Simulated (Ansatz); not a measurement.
Task: a reaction energy of NbVH4 from NbH2 and VH2, with the Python package of Ansatz (0.2.0). Give the script and its output. Settings (first run): LDA, PAW, cutoff 272 eV, Gaussian smearing of 0.05 eV, collinear spin.

`nbvh4.py`
```python
# -*- coding: utf-8 -*-
from collections import Counter
import warnings

import ansatz as az
import numpy as np
from pymatgen.analysis.reaction_calculator import ComputedReaction
from pymatgen.entries.computed_entries import ComputedEntry

SETTINGS = {
    "xc": "LDA",
    "tolerance": 1e-07,
    "kspacing": 0.39,
    "smearing": "gaussian",
    "smearing_width": 0.05,
}

PHASES = {
    "NbVH4 P4/mmm": (
        [(3.118271, 0.0, 0.0), (0.0, 3.118271, 0.0), (0.0, 0.0, 4.409866)],
        [
            ("Nb", (0.0, 0.0, 0.0)),
            ("V", (0.5, 0.5, 0.5)),
            ("H", (0.5, 0.0, 0.726576)),
            ("H", (0.0, 0.5, 0.273424)),
            ("H", (0.5, 0.0, 0.273424)),
            ("H", (0.0, 0.5, 0.726576)),
        ],
    ),
    "NbH2 Fm-3m": (
        [(0.0, 2.2815, 2.2815), (2.2815, 0.0, 2.2815), (2.2815, 2.2815, 0.0)],
        [
            ("Nb", (0.0, 0.0, 0.0)),
            ("H", (0.25, 0.25, 0.25)),
            ("H", (0.75, 0.75, 0.75)),
        ],
    ),
    "VH2 Fm-3m": (
        [(0.0, 2.1355, 2.1355), (2.1355, 0.0, 2.1355), (2.1355, 2.1355, 0.0)],
        [
            ("V", (0.0, 0.0, 0.0)),
            ("H", (0.25, 0.25, 0.25)),
            ("H", (0.75, 0.75, 0.75)),
        ],
    ),
}
MOMENTS = {"V": 1.5}  # parallel starting moments in muB


def build(vectors, sites):
    crystal = az.Crystal(lattice=az.Lattice.of(vectors))
    for symbol, position in sites:
        crystal = crystal.atom(symbol, position)
    return crystal

POLARISED = {"NbVH4 P4/mmm", "VH2 Fm-3m"}


def compute(name, crystal):
    calc = (
        crystal.calculation()
        .functional(SETTINGS["xc"])
        .basis(10 * az.Ha, xc_grid=3)
        .scf(tolerance=SETTINGS["tolerance"], lower_state_search="off")
        .kpoints(spacing=SETTINGS["kspacing"])
        .occupations(SETTINGS["smearing"], width=SETTINGS["smearing_width"])
        .stress()
    )
    if name in POLARISED:
        calc = calc.spin("collinear")
    return calc.run(threads=1)


def counts(outcome):
    return Counter(site.symbol for site in outcome.lattice.sites)


def volume_per_atom(outcome):
    return abs(np.linalg.det(outcome.lattice.cell_ang)) / len(outcome.lattice.sites)


def main():
    warnings.simplefilter("ignore", az.DeckWarning)

    phases = {name: build(*cell) for name, cell in PHASES.items()}
    for name in ["NbVH4 P4/mmm", "VH2 Fm-3m"]:
        phases[name] = phases[name].moments({e: m for e, m in MOMENTS.items() if e in phases[name].species()})

    done = {}
    for name, crystal in phases.items():
        done[name] = compute(name, crystal)
        print(f"{name}: {done[name].report['energy_sigma0_ev']:.4f} eV, {len(done[name].lattice.sites)} atoms")

    entry = {name: ComputedEntry(dict(counts(o)), o.report["energy_sigma0_ev"]) for name, o in done.items()}
    reaction = ComputedReaction([entry["NbH2 Fm-3m"], entry["VH2 Fm-3m"]], [entry["NbVH4 P4/mmm"]])
    reaction.normalize_to(entry["NbVH4 P4/mmm"].composition.reduced_composition)
    print(reaction)
    print("energy per formula unit of the product:", round(reaction.calculated_reaction_energy, 4), "eV")
    for name, o in done.items():
        print(f"  {name:18s} {volume_per_atom(o):7.3f} A^3/atom")


if __name__ == "__main__":
    main()
```

```console
$ python nbvh4.py
NbVH4 P4/mmm: -7366.4004 eV, 6 atoms
NbH2 Fm-3m: -4474.5982 eV, 3 atoms
RunWarning: the starting moments were not kept: the SCF closed with an absolute magnetisation of 7.7e-2 μB, where they sum to 1.5 μB in size (1 site). That is at most 0.1 of that sum. The system's moment may be that small; this SCF shows only that its start led to no larger one. To try another start: change the starting moments (crystal.atoms[].spin, magnetization.per_species, magnetization.initial_magnetization, or on a non-collinear deck that types none of these the spinor_matrix: blocks that [...]
VH2 Fm-3m: -2891.8074 eV, 3 atoms
NbH2 + VH2 -> NbVH4
energy per formula unit of the product: 0.0051 eV
  NbVH4 P4/mmm         7.147 A^3/atom
  NbH2 Fm-3m           7.917 A^3/atom
  VH2 Fm-3m            6.492 A^3/atom
```
(Warnings from the package without file and line, shortened.)

What to keep in mind:
- The settings weren't tested for convergence.
- The cutoff lies under the one recommended for these potentials.
- The SCF didn't keep the moments it started from (some shrank, vanished or turned); what is printed is the state reached.
- The program warned that this SCF threshold is loose for forces or stresses.
- The cells come from databases of deposited and of computed structures, and not all need be stable phases.
- The reactants and the product are the structures named, not necessarily the lowest of each compound, so sign and change of volume hang on that choice. Magnetic phases start from parallel moments and may not end in their lowest magnetic state. A semilocal functional's error on such energies is often 0.05 to 0.1 eV an atom, and 0.1 to 0.3 eV against gases such as O2 or F2.
- The script silences the warnings on its input, which a real study should read.
- The whole script took 6 s on 1 thread of Arm Neoverse V2 (shared host), peak memory 0.48 GiB.
